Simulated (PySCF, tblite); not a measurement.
# C6H12BNO: geometry, infrared bands, NMR shifts, electronic excitations and core binding energies, part 2 of 2

tblite 0.8.0 and PySCF 2.14.0. Atoms count from 0. Earlier steps stand in the parts before.

## Step 6: TDDFT and polarisability: wB97X-D/def2-SVPD

What the job is given:

```
{"job": {"kind": "uv", "xc": "wB97X-D", "basis": "def2-SVPD", "ip": true}, "charge": 0, "multiplicity": 1}
C     -1.491220     0.930285     0.163681
O     -0.964973    -0.334106     0.561789
C     -1.284676    -1.397738    -0.329127
B      0.569865    -0.365655     1.172003
C      0.493259     0.668437     2.362036
N      0.435414     1.459182     3.209558
C      1.600026     0.025368     0.031406
C      3.005656    -0.508272     0.158168
C      2.123269    -1.015836    -0.932868
H     -1.045403     1.244543    -0.792898
H     -2.581965     0.840475     0.067417
H     -1.239387     1.645564     0.954500
H     -0.903294    -2.318272     0.124852
H     -2.377411    -1.448539    -0.436412
H     -0.806371    -1.234756    -1.306714
H      0.668555    -1.517876     1.558604
H      1.552480     1.045085    -0.370649
H      3.222862    -1.173008     0.999089
H      3.833941     0.153055    -0.110980
H      2.348163    -0.709688    -1.958652
H      1.744429    -2.039343    -0.847416
```

With the program's defaults for keys left out, this is: TDDFT wB97X-D/def2-SVPD, vertical, gas phase, core orbitals frozen in the response.

What it wrote:

```text
coarse grid: 17192 points
cycle   1  E = -390.1058677376  dE =  1.236e+00  |g| = 5.202e-01  |ddm| = 7.509e+00
cycle   2  E = -390.0923752876  dE =  1.349e-02  |g| = 6.454e-01  |ddm| = 1.878e+00
cycle   3  E = -390.1767418045  dE = -8.437e-02  |g| = 1.053e-01  |ddm| = 9.102e-01
cycle   4  E = -390.1788451351  dE = -2.103e-03  |g| = 5.334e-02  |ddm| = 2.470e-01
cycle   5  E = -390.1794293512  dE = -5.842e-04  |g| = 1.278e-02  |ddm| = 8.659e-02
cycle   6  E = -390.1794605490  dE = -3.120e-05  |g| = 3.095e-03  |ddm| = 2.422e-02
cycle   7  E = -390.1794628768  dE = -2.328e-06  |g| = 7.834e-04  |ddm| = 9.540e-03
final grid: 165120 points
cycle   8  E = -390.2436250191  dE = -1.524e-04  |g| = 6.122e-03  |ddm| = 2.960e-01
cycle   9  E = -390.2436231558  dE =  1.863e-06  |g| = 7.376e-03  |ddm| = 3.618e-02
cycle  10  E = -390.2436343388  dE = -1.118e-05  |g| = 1.510e-03  |ddm| = 1.080e-02
cycle  11  E = -390.2436347783  dE = -4.395e-07  |g| = 5.700e-04  |ddm| = 3.702e-03
cycle  12  E = -390.2436348657  dE = -8.731e-08  |g| = 1.068e-04  |ddm| = 1.668e-03
cycle  13  E = -390.2436348682  dE = -2.576e-09  |g| = 4.023e-05  |ddm| = 2.963e-04
cycle  14  E = -390.2436348687  dE = -4.850e-10  |g| = 1.201e-05  |ddm| = 1.631e-04
converged SCF energy = -390.2436348687

Static polarisability (au): isotropic 92.892, principal 79.303 95.154 104.219

Singlet excitations
state   eV       nm        f      main configurations
  1   6.8706    180.5   0.00246   H->L+1 0.43, H-2->L+1 0.24
  2   7.5895    163.4   0.00516   H-3->L+1 0.21, H-1->L+1 0.20, H->L+5 0.10
  3   7.7997    159.0   0.00578   H->L+1 0.22, H-4->L+1 0.19, H->L 0.15
  4   7.9666    155.6   0.02961   H-1->L+1 0.24, H-3->L+1 0.09, H-1->L 0.08
  5   8.0199    154.6   0.00171   H-3->L+5 0.28, H->L 0.15
  6   8.1110    152.9   0.03719   H->L 0.27, H->L+4 0.12, H->L+1 0.10
  7   8.2062    151.1   0.00243   H-1->L 0.41, H-1->L+4 0.29, H-1->L+1 0.11
  8   8.3543    148.4   0.03585   H-2->L 0.17, H-4->L+1 0.16, H-2->L+1 0.10
  9   8.4275    147.1   0.02404   H->L+2 0.49
 10   8.4643    146.5   0.00570   H-2->L 0.17, H-1->L+2 0.11, H-2->L+1 0.10

Triplet excitations (Tamm-Dancoff, eV): 6.1250 6.4481 6.7955 7.2098
Vertical ionisation energy (delta-SCF) = 9.9572 eV
```

Run time: 9.2 min. Hardware: 1 thread of Arm Neoverse V2, shared host; peak memory 1.4 GiB.

Frontier orbitals and where they lie:

```csv
orbital,eV,atoms
HOMO−3,-10.95,"N5 40 %, C4 31 %, C6 5 %"
HOMO−2,-10.30,"C7 14 %, N5 14 %, B3 12 %"
HOMO−1,-10.06,"C6 35 %, C8 20 %, C7 19 %"
HOMO,-9.83,"C6 20 %, C8 18 %, C7 16 %"
LUMO,1.75,"C2 18 %, B3 12 %, C0 11 %"
LUMO+1,2.02,"N5 17 %, C4 16 %, B3 11 %"
LUMO+2,2.42,"C0 17 %, H12 10 %, H9 9 %"
```

With each of the 10 states as a Gaussian band of 0.4 eV half-width at 1/e, the curve within the window shown has maxima at 151 nm (ε 4,600) L/(mol cm). Beyond the last state computed it falls off for lack of states. The curve at chosen wavelengths:

| nm | ε (L/mol/cm) |
| --- | --- |
| 141 | 1262 |
| 143 | 2151 |
| 145 | 3129 |
| 148 | 4291 |
| 150 | 4629 |
| 152 | 4567 |
| 154 | 4164 |
| 157 | 3170 |
| 159 | 2435 |
| 161 | 1765 |
| 163 | 1216 |
| 166 | 648 |
| 168 | 416 |
| 170 | 271 |
| 172 | 188 |
| 175 | 134 |
| 177 | 120 |
| 179 | 113 |
| 181 | 106 |
| 184 | 89 |
| 186 | 74 |
| 188 | 59 |
| 190 | 44 |
| 193 | 26 |
| 195 | 18 |
| 197 | 11 |

Further results of this job:

```csv
property,computed
dipole moment (D),7.01
polarisability (Å³),13.77
HOMO–LUMO gap (eV),11.58
−ε(HOMO) (eV),9.83
```

## Step 7: NMR shieldings: PBE/pcSseg-1

The job, as its differences from that of step 6:

```diff
@@ -1,2 +1,2 @@
-{"job": {"kind": "uv", "xc": "wB97X-D", "basis": "def2-SVPD", "ip": true}, "charge": 0, "multiplicity": 1}
+{"job": {"kind": "nmr", "xc": "PBE", "basis": "pcSseg-1", "pop": false}, "charge": 0, "multiplicity": 1}
 C     -1.491220     0.930285     0.163681
```

Method: GIAO PBE/pcSseg-1 NMR shielding, non-relativistic, gas phase.

What it wrote:

```text
coarse grid: 17192 points
cycle   1  E = -389.8919712577  dE =  7.542e-01  |g| = 6.386e-01  |ddm| = 4.003e+00
cycle   2  E = -389.7246426910  dE =  1.673e-01  |g| = 1.064e+00  |ddm| = 1.700e+00
cycle   3  E = -389.9767848517  dE = -2.521e-01  |g| = 3.311e-01  |ddm| = 1.092e+00
cycle   4  E = -389.9975496222  dE = -2.076e-02  |g| = 1.330e-01  |ddm| = 2.657e-01
cycle   5  E = -390.0014028188  dE = -3.853e-03  |g| = 2.751e-02  |ddm| = 1.048e-01
cycle   6  E = -390.0015334042  dE = -1.306e-04  |g| = 1.040e-02  |ddm| = 2.422e-02
cycle   7  E = -390.0015503853  dE = -1.698e-05  |g| = 3.570e-03  |ddm| = 9.697e-03
cycle   8  E = -390.0015533607  dE = -2.975e-06  |g| = 5.049e-04  |ddm| = 3.917e-03
final grid: 165120 points
cycle   9  E = -390.0879748270  dE = -3.913e-05  |g| = 2.454e-02  |ddm| = 5.175e-02
cycle  10  E = -390.0876816366  dE =  2.932e-04  |g| = 4.675e-02  |ddm| = 4.462e-02
cycle  11  E = -390.0880859029  dE = -4.043e-04  |g| = 6.860e-03  |ddm| = 3.054e-02
cycle  12  E = -390.0880953498  dE = -9.447e-06  |g| = 2.668e-03  |ddm| = 6.189e-03
cycle  13  E = -390.0880968773  dE = -1.527e-06  |g| = 4.032e-04  |ddm| = 1.812e-03
cycle  14  E = -390.0880969095  dE = -3.213e-08  |g| = 1.417e-04  |ddm| = 4.582e-04
cycle  15  E = -390.0880969140  dE = -4.574e-09  |g| = 3.125e-05  |ddm| = 1.437e-04
cycle  16  E = -390.0880969142  dE = -2.202e-10  |g| = 1.057e-05  |ddm| = 3.332e-05
converged SCF energy = -390.0880969142

GIAO shielding tensors (ppm)
atom      isotropic    diamagn.    paramagn.     s11        s22        s33       span
  0 C      116.861     249.956    -133.095     84.252     88.450    177.879     93.628
  1 O      298.688     399.531    -100.844    255.131    312.534    328.398     73.266
  2 C      112.094     248.523    -136.429     73.473     86.054    176.755    103.282
  3 B       92.565     188.313     -95.748     65.364     90.500    121.831     56.466
  4 C       49.635     262.696    -213.062    -69.951    -66.946    285.801    355.753
  5 N      -74.520     340.916    -415.436   -252.103   -230.392    258.935    511.038
  6 C      180.048     249.547     -69.500    146.000    175.382    218.761     72.761
  7 C      176.905     255.809     -78.905    148.340    171.708    210.667     62.327
  8 C      171.281     250.913     -79.632    139.795    169.049    204.998     65.202
  9 H       27.826      33.059      -5.234     23.946     26.594     32.938      8.992
 10 H       28.064      30.128      -2.065     24.527     25.402     34.262      9.734
 11 H       26.202      31.820      -5.618     21.463     26.358     30.785      9.323
 12 H       27.399      30.538      -3.140     23.912     25.527     32.757      8.845
 13 H       27.913      29.607      -1.694     24.132     25.307     34.301     10.169
 14 H       27.355      32.607      -5.252     22.430     27.629     32.007      9.578
 15 H       28.826      31.276      -2.451     25.902     29.794     30.781      4.879
 16 H       31.480      33.913      -2.432     25.248     29.682     39.511     14.263
 17 H       31.069      30.561       0.508     25.188     28.340     39.680     14.492
 18 H       30.637      30.043       0.594     24.974     26.587     40.349     15.375
 19 H       30.706      30.452       0.254     25.494     26.585     40.039     14.546
 20 H       31.097      31.766      -0.669     26.251     28.326     38.714     12.463
```

Run time: 51 s. Hardware: 1 thread of Arm Neoverse V2, shared host; peak memory 0.92 GiB.

This run: δ C4 130.4, C0 65.6, C8 8.8, C7 3.1, H9 3.74, H15 2.37 ppm (means over like atoms).

## Step 8: X-ray photoelectron lines: SCAN, X2C

The job, as its differences from that of step 7:

```diff
@@ -1,2 +1,2 @@
-{"job": {"kind": "nmr", "xc": "PBE", "basis": "pcSseg-1", "pop": false}, "charge": 0, "multiplicity": 1}
+{"job": {"kind": "xps"}, "charge": 0, "multiplicity": 1}
 C     -1.491220     0.930285     0.163681
```

With the program's defaults for keys left out, this is: delta-SCF UKS SCAN, pcX-2 on the ionised atom, pcseg-1 elsewhere, spin-free X2C.

What it wrote:

```text
ground state, core basis on atom 0 (C), 217 functions
  cycle   1  E = -390.47578501  |g| = 5.59e-01
  cycle   2  E = -390.38707763  |g| = 8.26e-01
  cycle   3  E = -390.54033309  |g| = 2.89e-01
  cycle   4  E = -390.55828892  |g| = 9.85e-02
  cycle   5  E = -390.56047146  |g| = 2.39e-02
  cycle   6  E = -390.56057352  |g| = 9.79e-03
  cycle   7  E = -390.56058890  |g| = 2.75e-03
  cycle   8  E = -390.56059207  |g| = 6.17e-04
  cycle   9  E = -390.56059095  |g| = 2.43e-04
  E(ground) = -390.58030409 Eh
hole in C 1s of atom 0
  cycle   1  E = -379.22846037  |g| = 1.50e+00
  cycle   2  E = -375.49533762  |g| = 2.85e+00
  cycle   3  E = -379.38094833  |g| = 9.16e-01
  cycle   4  E = -379.68001718  |g| = 5.06e-01
  cycle   5  E = -379.74579927  |g| = 2.81e-01
  cycle   6  E = -379.76806382  |g| = 1.75e-01
  cycle   7  E = -379.78154481  |g| = 4.09e-02
  cycle   8  E = -379.78227302  |g| = 1.06e-02
  cycle   9  E = -379.78234104  |g| = 3.99e-03
  cycle  10  E = -379.78235489  |g| = 2.08e-03
  cycle  11  E = -379.78236018  |g| = 8.72e-04
  cycle  12  E = -379.78236126  |g| = 5.49e-04
  cycle  13  E = -379.78236058  |g| = 1.88e-04
  E(ion) = -379.80132247 Eh   <S^2> = 0.7744   hole on atom = 1.000   binding energy = 293.311 eV
ground state, core basis on atom 1 (O), 217 functions
  cycle   1  E = -390.58827157  |g| = 9.94e-02
  cycle   2  E = -390.58740411  |g| = 8.13e-02
  cycle   3  E = -390.58793436  |g| = 6.14e-02
  cycle   4  E = -390.58849670  |g| = 2.32e-02
  cycle   5  E = -390.58861627  |g| = 3.43e-03
  cycle   6  E = -390.58862075  |g| = 3.49e-04
  E(ground) = -390.60713742 Eh
hole in O 1s of atom 1
  cycle   1  E = -369.88086772  |g| = 2.24e+00
  cycle   2  E = -363.67798479  |g| = 3.52e+00
  cycle   3  E = -369.66055378  |g| = 1.36e+00
  cycle   4  E = -370.55804589  |g| = 6.06e-01
  cycle   5  E = -370.47605150  |g| = 7.03e-01
  cycle   6  E = -370.70442718  |g| = 1.40e-01
  cycle   7  E = -370.71225120  |g| = 3.05e-02
  cycle   8  E = -370.71274663  |g| = 1.15e-02
  cycle   9  E = -370.71280358  |g| = 2.89e-03
  cycle  10  E = -370.71280678  |g| = 8.18e-04
  cycle  11  E = -370.71280678  |g| = 2.96e-04
  E(ion) = -370.73212675 Eh   <S^2> = 0.7633   hole on atom = 1.000   binding energy = 540.827 eV
ground state, core basis on atom 3 (B), 217 functions
  cycle   1  E = -390.55185153  |g| = 9.41e-02
  cycle   2  E = -390.54905068  |g| = 1.49e-01
  cycle   3  E = -390.55300415  |g| = 2.31e-02
  cycle   4  E = -390.55299629  |g| = 2.33e-02
  cycle   5  E = -390.55311279  |g| = 6.27e-03
  cycle   6  E = -390.55312210  |g| = 6.32e-04
  cycle   7  E = -390.55312212  |g| = 1.87e-04
  E(ground) = -390.57516129 Eh
hole in B 1s of atom 3
  cycle   1  E = -382.94592258  |g| = 1.18e+00
  cycle   2  E = -381.34610426  |g| = 2.10e+00
  cycle   3  E = -383.12215676  |g| = 7.19e-01
  cycle   4  E = -383.23217933  |g| = 5.32e-01
  cycle   5  E = -383.35223585  |g| = 1.52e-01
  cycle   6  E = -383.36231535  |g| = 6.41e-02
  cycle   7  E = -383.36391945  |g| = 1.92e-02
  cycle   8  E = -383.36406310  |g| = 6.44e-03
  cycle   9  E = -383.36408787  |g| = 2.69e-03
  cycle  10  E = -383.36409496  |g| = 1.20e-03
  cycle  11  E = -383.36409642  |g| = 6.27e-04
  cycle  12  E = -383.36409720  |g| = 4.21e-04
  E(ion) = -383.38625108 Eh   <S^2> = 0.7704   hole on atom = 1.000   binding energy = 195.620 eV
ground state, core basis on atom 4 (C), 217 functions
  cycle   1  E = -390.56310541  |g| = 5.97e-02
  cycle   2  E = -390.56236947  |g| = 6.06e-02
  cycle   3  E = -390.56227806  |g| = 6.39e-02
  cycle   4  E = -390.56321297  |g| = 2.86e-03
  cycle   5  E = -390.56321378  |g| = 8.04e-04
  cycle   6  E = -390.56321342  |g| = 2.42e-04
  E(ground) = -390.58564040 Eh
hole in C 1s of atom 4
  cycle   1  E = -379.33223386  |g| = 1.50e+00
  cycle   2  E = -373.67627795  |g| = 2.75e+00
  cycle   3  E = -375.15971187  |g| = 2.31e+00
  cycle   4  E = -379.69223940  |g| = 6.33e-01
  cycle   5  E = -379.71124302  |g| = 6.03e-01
  cycle   6  E = -379.87719034  |g| = 6.33e-02
  cycle   7  E = -379.87857855  |g| = 4.44e-02
  cycle   8  E = -379.87947822  |g| = 1.60e-02
  cycle   9  E = -379.87963879  |g| = 8.28e-03
  cycle  10  E = -379.87973072  |g| = 4.70e-03
  cycle  11  E = -379.87977812  |g| = 3.49e-03
  cycle  12  E = -379.87980401  |g| = 1.34e-03
  cycle  13  E = -379.87980760  |g| = 5.05e-04
  cycle  14  E = -379.87980887  |g| = 1.95e-04
  E(ion) = -379.90022261 Eh   <S^2> = 0.8218   hole on atom = 1.000   binding energy = 290.765 eV
ground state, core basis on atom 5 (N), 217 functions
  cycle   1  E = -390.57388631  |g| = 7.83e-02
  cycle   2  E = -390.57208748  |g| = 9.67e-02
  cycle   3  E = -390.57294069  |g| = 7.36e-02
  cycle   4  E = -390.57411974  |g| = 7.75e-03
  cycle   5  E = -390.57413442  |g| = 1.58e-03
  cycle   6  E = -390.57413395  |g| = 3.41e-04
  E(ground) = -390.59303098 Eh
hole in N 1s of atom 5
  cycle   1  E = -375.01778340  |g| = 1.84e+00
  cycle   2  E = -370.21662677  |g| = 2.89e+00
  cycle   3  E = -374.88522857  |g| = 1.19e+00
  cycle   4  E = -375.52233729  |g| = 6.96e-01
  cycle   5  E = -375.66348725  |g| = 3.92e-01
  cycle   6  E = -375.71909975  |g| = 1.03e-01
  cycle   7  E = -375.72605651  |g| = 2.52e-02
  cycle   8  E = -375.72645240  |g| = 1.59e-02
  cycle   9  E = -375.72660432  |g| = 8.71e-03
  cycle  10  E = -375.72667137  |g| = 4.85e-03
  cycle  11  E = -375.72669983  |g| = 2.78e-03
  cycle  12  E = -375.72670649  |g| = 1.07e-03
  cycle  13  E = -375.72670833  |g| = 4.42e-04
  E(ion) = -375.74558160 Eh   <S^2> = 0.8116   hole on atom = 1.000   binding energy = 404.020 eV
ground state, core basis on atom 6 (C), 217 functions
  cycle   1  E = -390.56034015  |g| = 5.76e-02
  cycle   2  E = -390.56029987  |g| = 2.11e-02
  cycle   3  E = -390.56010572  |g| = 3.56e-02
  cycle   4  E = -390.56037435  |g| = 1.13e-02
  cycle   5  E = -390.56040443  |g| = 1.34e-03
  cycle   6  E = -390.56040402  |g| = 2.57e-04
  E(ground) = -390.58091710 Eh
hole in C 1s of atom 6
  cycle   1  E = -379.33342078  |g| = 1.52e+00
  cycle   2  E = -378.41675905  |g| = 1.99e+00
  cycle   3  E = -379.80450837  |g| = 4.94e-01
  cycle   4  E = -379.74764854  |g| = 5.84e-01
  cycle   5  E = -379.90780483  |g| = 1.06e-01
  cycle   6  E = -379.91225148  |g| = 3.86e-02
  cycle   7  E = -379.91284240  |g| = 1.23e-02
  cycle   8  E = -379.91288704  |g| = 6.90e-03
  cycle   9  E = -379.91291069  |g| = 1.85e-03
  cycle  10  E = -379.91291390  |g| = 9.46e-04
  cycle  11  E = -379.91291507  |g| = 3.63e-04
  E(ion) = -379.93132332 Eh   <S^2> = 0.7709   hole on atom = 1.000   binding energy = 289.790 eV
ground state, core basis on atom 7 (C), 217 functions
  cycle   1  E = -390.56089795  |g| = 5.79e-02
  cycle   2  E = -390.56080959  |g| = 2.58e-02
  cycle   3  E = -390.56075328  |g| = 2.99e-02
  cycle   4  E = -390.56094196  |g| = 1.23e-02
  cycle   5  E = -390.56097614  |g| = 7.32e-04
  cycle   6  E = -390.56097692  |g| = 1.32e-04
  E(ground) = -390.58138934 Eh
hole in C 1s of atom 7
  cycle   1  E = -379.32148037  |g| = 1.51e+00
  cycle   2  E = -378.58194428  |g| = 1.88e+00
  cycle   3  E = -379.83803418  |g| = 3.68e-01
  cycle   4  E = -379.85978312  |g| = 2.79e-01
  cycle   5  E = -379.88668971  |g| = 1.30e-01
  cycle   6  E = -379.89346568  |g| = 4.93e-02
  cycle   7  E = -379.89445022  |g| = 1.27e-02
  cycle   8  E = -379.89450857  |g| = 6.12e-03
  cycle   9  E = -379.89452749  |g| = 1.99e-03
  cycle  10  E = -379.89453041  |g| = 9.79e-04
  cycle  11  E = -379.89453136  |g| = 3.49e-04
  E(ion) = -379.91324616 Eh   <S^2> = 0.7712   hole on atom = 1.000   binding energy = 290.295 eV
ground state, core basis on atom 8 (C), 217 functions
  cycle   1  E = -390.56084196  |g| = 5.79e-02
  cycle   2  E = -390.56076138  |g| = 2.54e-02
  cycle   3  E = -390.56076035  |g| = 2.55e-02
  cycle   4  E = -390.56091565  |g| = 6.21e-03
  cycle   5  E = -390.56092342  |g| = 9.87e-04
  cycle   6  E = -390.56092286  |g| = 2.82e-04
  E(ground) = -390.58114887 Eh
hole in C 1s of atom 8
  cycle   1  E = -379.31838330  |g| = 1.51e+00
  cycle   2  E = -378.51088239  |g| = 1.92e+00
  cycle   3  E = -379.83177803  |g| = 3.69e-01
  cycle   4  E = -379.84487849  |g| = 3.11e-01
  cycle   5  E = -379.88215436  |g| = 1.38e-01
  cycle   6  E = -379.89078147  |g| = 2.29e-02
  cycle   7  E = -379.89103550  |g| = 8.95e-03
  cycle   8  E = -379.89107543  |g| = 4.35e-03
  cycle   9  E = -379.89108684  |g| = 2.22e-03
  cycle  10  E = -379.89109025  |g| = 1.46e-03
  cycle  11  E = -379.89109095  |g| = 3.57e-04
  E(ion) = -379.90990150 Eh   <S^2> = 0.7715   hole on atom = 1.000   binding energy = 290.379 eV
```

Run time: 3.4 min. Hardware: 1 thread of Arm Neoverse V2, shared host; peak memory 0.83 GiB.

Binding energies by hole, beside the orbital energy of the ground state; the difference holds orbital relaxation and, for a density functional, its self-interaction error:

```csv
hole,stands for,environment,ΔSCF (eV),−ε (eV),⟨S²⟩
C1s on C0,"C0, C2",methyl carbon bonded to O,293.31,276.0,0.774
O1s on O1,O1,donor oxygen of a Lewis adduct,540.83,519.5,0.763
B1s on B3,B3,"boron bonded to 2 C, O, H",195.62,180.1,0.770
C1s on C4,C4,nitrile carbon,290.77,273.2,0.822
N1s on N5,N5,nitrile nitrogen,404.02,385.1,0.812
C1s on C6,C6,three-membered-ring carbon,289.79,273.2,0.771
C1s on C7,C7,three-membered-ring carbon,290.29,273.5,0.771
C1s on C8,C8,three-membered-ring carbon,290.38,273.6,0.771
```

Each hole run stands for the others of its class of like atoms.

## Step 9: Side by side: NMR shifts

Shifts (ppm) of some atoms, chosen among heavy atoms and hydrogens apart, means over like atoms, with basis size and wall time:

```csv
run,C4,C0,C6,H15,H16,O1,N5,functions,time
PBE0/pcSseg-1,134.3,64.0,-2.0,2.25,-0.40,20.6,342.7,213,38 s
PBE/pcSseg-1,130.4,65.6,0.0,2.37,-0.28,35.9,339.6,213,51 s
```

## Step 10: What came out

What follows sums up all 2 parts.

| quantity | value |
| --- | --- |
| strongest single infrared mode (GFN2-xTB) | 2503 cm⁻¹, 141 km/mol |
| zero-point energy (GFN2-xTB) | 108.5 kcal/mol |
| point group | C1 |
| rotational constants (main isotopes) | 1.74, 1.41, 0.90 GHz |
| ¹³C shifts against TMS (PBE0/pcSseg-1, means over atoms taken as alike) | 134.3, 64.0, 7.3, 2.1, -2.0 ppm |
| ¹H shifts against TMS (PBE0/pcSseg-1, means over atoms taken as alike) | 3.70, 2.25, 0.54, 0.45, 0.12, 0.07, -0.40 ppm |
| ¹⁷O shifts against H2O (PBE0/pcSseg-1) | 20.6 ppm |
| ¹¹B shifts against BF3·OEt2 (PBE0/pcSseg-1) | 2.9 ppm |
| ¹⁵N shifts against NH3 (PBE0/pcSseg-1) | 342.7 ppm |
| lowest singlet (wB97X-D/def2-SVPD) | 6.87 eV (180 nm), f = 0.002 |
| brightest single state of those computed | state 6, 8.11 eV, f = 0.037 |
| lowest triplet | 6.12 eV |
| vertical ionisation energy (ΔSCF) | 9.96 eV |
| C1s binding energies, SCAN/pcX-2 | C0 293.31, C4 290.77, C8 290.38, C7 290.29, C6 289.79 eV |
| O1s binding energies, SCAN/pcX-2 | O1 540.83 eV |
| B1s binding energies, SCAN/pcX-2 | B3 195.62 eV |
| N1s binding energies, SCAN/pcX-2 | N5 404.02 eV |
| range of the shift of O1 | 20.6 to 35.9 ppm |

**Reading.** The optimisation took 189 steps and gained 1.107 eV; among the close pairs (by a distance rule), O1–B3 changed most, from 1.439 to 1.687 Å (GFN2-xTB). No mode is imaginary among the 57: a minimum at this level. The strongest single mode, at 2503 cm⁻¹, moves mainly H15. GFN2-xTB is a fitted tight-binding method: band positions and strengths are rough. Its intensities can rank the bands wrongly. The optimisation took 6 steps and gained 0.203 eV; among the close pairs (by a distance rule), O1–B3 changed most, from 1.722 to 1.652 Å (PBE0/def2-SVP). No frequency check was run at this level, so the end point may be a saddle. The most deshielded hydrogen is H9, H10, H11, H12, H13, H14 (mean) (hydrogen on a methyl carbon bonded to O), at 3.70 ppm: its carbon carries O, hence the downfield position. At PBE0/pcSseg-1: The largest span, 523 ppm, is at N5, where the paramagnetic term is -417 ppm. The first singlet state (HOMO→LUMO+1 0.43, HOMO−2→LUMO+1 0.24) lies at 6.87 eV and is weak; of the 10 states computed, the strongest absorption comes from state 6 at 8.11 eV. The lowest triplet lies 0.75 eV below the lowest singlet (triplets in Tamm-Dancoff, singlets in full TDDFT). ΔSCF puts the ionisation energy at 9.96 eV, 0.13 eV above −ε(HOMO). The C1s levels kept as sound span 3.52 eV, from C6 (three-membered-ring carbon) up to C0 (methyl carbon bonded to O). In ppm, O1 moves most: its shift spreads over 15.4 ppm, from 20.6 (PBE0/pcSseg-1) to 35.9 (PBE/pcSseg-1).
